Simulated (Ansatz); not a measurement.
# BH₄O₂Si radical: one species, many methods

The task here is to estimate one member of a computed series from the others.

Computed with Ansatz 0.2.0, Gaussian basis. Level: functionals in def2-TZVPP, the program's frozen cores in correlated methods.

Levels to be run: PBE-D4, r2SCAN-D4, PBE0-D4, B3LYP-D4, ωB97X-V, ωB97M-V, B2PLYP; CCSD(T)/def2-TZVPP; CCSD(T)/def2-QZVPP; extrapolation to the limit.

## The relaxed structure

All runs share one geometry, relaxed beforehand with PBE0-D4 in a triple-zeta def2 set.

SMILES `O[B]O[SiH3]`, 8 atoms, charge 0, spin multiplicity 2.

Atoms are counted from 1 here; the program's logs count them from 0.

Bond lengths: O1–B2 1.346 Å, O1–H5 0.968 Å, B2–O3 1.345 Å, O3–Si4 1.653 Å, Si4–H6 1.480 Å, Si4–H7 1.480 Å, Si4–H8 1.491 Å. Angles: B2–O1–H5 115.1°, O1–B2–O3 127.7°, B2–O3–Si4 139.5°, O3–Si4–H6 108.6°, O3–Si4–H7 108.6°, O3–Si4–H8 110.1°, H6–Si4–H7 110.7°, H6–Si4–H8 109.4°, H7–Si4–H8 109.5°.

Set-up of the first run:

File in.yaml:

```yaml
crystal:
  periodic: [false, false, false]
  atoms:
    - {symbol: O, position_ang: [-1.606335, 0.864004, 1.366124]}
    - {symbol: B, position_ang: [-1.318402, 1.197654, 0.094403]}
    - {symbol: O, position_ang: [-0.363896, 0.675029, -0.696254]}
    - {symbol: Si, position_ang: [0.824346, -0.472179, -0.639837]}
    - {symbol: H, position_ang: [-1.053973, 0.164089, 1.741808]}
    - {symbol: H, position_ang: [0.546524, -1.490356, -1.677806]}
    - {symbol: H, position_ang: [2.126873, 0.185478, -0.889005]}
    - {symbol: H, position_ang: [0.844862, -1.123709, 0.700567]}
basis:
  gaussian: {orbitals: def2-TZVPP}
magnetization: {spin_polarized: true, initial_magnetization: 1}
hamiltonian: {xc: pbe, dispersion: d4}
output: {forces: true, orbitals: {seedname: orbitals}}
```

Started as:

```
ansatz run in.yaml --threads 2 --pin off --events-out ev --progress --plain --max-ram 22528MiB --backend cpu
```

Among the steps run: PBE-D4 (GGA); r2SCAN-D4 (meta-GGA); PBE0-D4 (hybrid); B3LYP-D4 (hybrid); ωB97X-V (range-separated); ωB97M-V (range-separated); B2PLYP (double hybrid); CCSD(T) in def2-TZVPP; CCSD(T) in def2-QZVPP.

One table of the session follows, with a row left open; its other results are not shown here.

```
            method  atomisation energy (kcal/mol)
            PBE-D4                              ?
         r2SCAN-D4                          709.6
           PBE0-D4                          697.7
          B3LYP-D4                          703.2
           ωB97X-V                          703.2
           ωB97M-V                          703.8
            B2PLYP                          697.0
     HF/def2-TZVPP                          522.3
    MP2/def2-TZVPP                          701.0
   CCSD/def2-TZVPP                          673.1
CCSD(T)/def2-TZVPP                          682.6
           MP2/CBS                          720.8
       CCSD(T)/CBS                          702.8
```

**Question.** Estimate the row for PBE-D4.

**Answer.** atomisation energy (kcal/mol): 712.0. In the column «atomisation energy (kcal/mol)» it lies between r2SCAN-D4 (709.6) and MP2/CBS (720.8).
